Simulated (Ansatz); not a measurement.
# SnO2: the cost of one run

Computed with Ansatz 0.2.0 (DFT LDA+D3(BJ), scalar-relativistic, plane waves, PAW, unless a step's input says otherwise).

17 further runs of the same task are left out: 17 set aside as unsound or not needed.

### Step 1. The starting structure

It takes space group P6_3/mmc (No. 194, hexagonal). The conventional cell has a = 3.155 Å, b = 3.155 Å, c = 9.651 Å, α = 90.00°, β = 90.00°, γ = 120.00°. Around Sn (site symmetry -3m) lie 6 O at 2.07 Å. O (site symmetry 3m) is surrounded by 3 Sn at 2.07 Å.

Coordinates:

```xyz
6
Lattice="3.1549 0.0000 0.0000 -1.5775 2.7323 0.0000 0.0000 0.0000 9.6507" Properties=species:S:1:pos:R:3 pbc="T T T"
Sn    0.0000    0.0000    4.8253
Sn    0.0000    0.0000    0.0000
O     1.5775    0.9108    3.8322
O     1.5775    0.9108    0.9932
O     0.0000    1.8215    5.8185
O     0.0000    1.8215    8.6575
```

It goes back to an entry of the Materials Project, which need not be the stable form.

It is the result of an earlier relaxation at this level (volume 13.87 Å³/atom; gap on the mesh: 2.02 eV).

### Step 2. The scan

Atoms count from 1 in the order of the input.

The energy is mapped over a free internal coordinate and the cell.

The axes are (1) shift of O3 along [0 0 1], its symmetry partners moved as symmetry demands (measured in the relaxed cell): 7 values from −0.249 Å; (2) c/a of the conventional cell at fixed volume: 7 values from 2.814 to 3.304.

Nothing else is relaxed (all other coordinates fixed). Energies count from the relaxed crystal. Points are written as (first, second).

### Step 3. Grid point (−0.166 Å, 3.140)

File input.yaml:

```yaml
crystal:
  lattice:
    - [3.1273816286, 0.0, 0.0]
    - [-1.5636908143, 2.7083919377, 0.0]
    - [0.0, 0.0, 9.8215420046]
  atoms:
    - { symbol: Sn, position: [0.0, 0.0, 0.5] }
    - { symbol: Sn, position: [0.0, 0.0, 0.0] }
    - { symbol: O, position: [0.6666666667, 0.3333333333, 0.3798874186] }
    - { symbol: O, position: [0.6666666667, 0.3333333333, 0.1201125814] }
    - { symbol: O, position: [0.3333333333, 0.6666666667, 0.6201125814] }
    - { symbol: O, position: [0.3333333333, 0.6666666667, 0.8798874186] }
basis:
  ecutwfc: 520.0
kpoints:
  mp_grid: { grid: [12, 12, 4] }
hamiltonian:
  xc: lda
  pseudopotentials: { kind: paw }
  dispersion: d3bj
scf:
  occupations: { method: gaussian, width: 0.05 }
output:
  forces: true
  stress: true
  eigenvalues: true
```

Command:

```console
> ansatz run input.yaml --threads 1 --pin off --max-ram 2048MiB --backend cpu --events-out ev --progress --plain --runs-dir out
```

What time and memory should one allow on 1 thread of Arm Neoverse N1, shared host?

About 21 s, with a peak of 0.42 GiB.
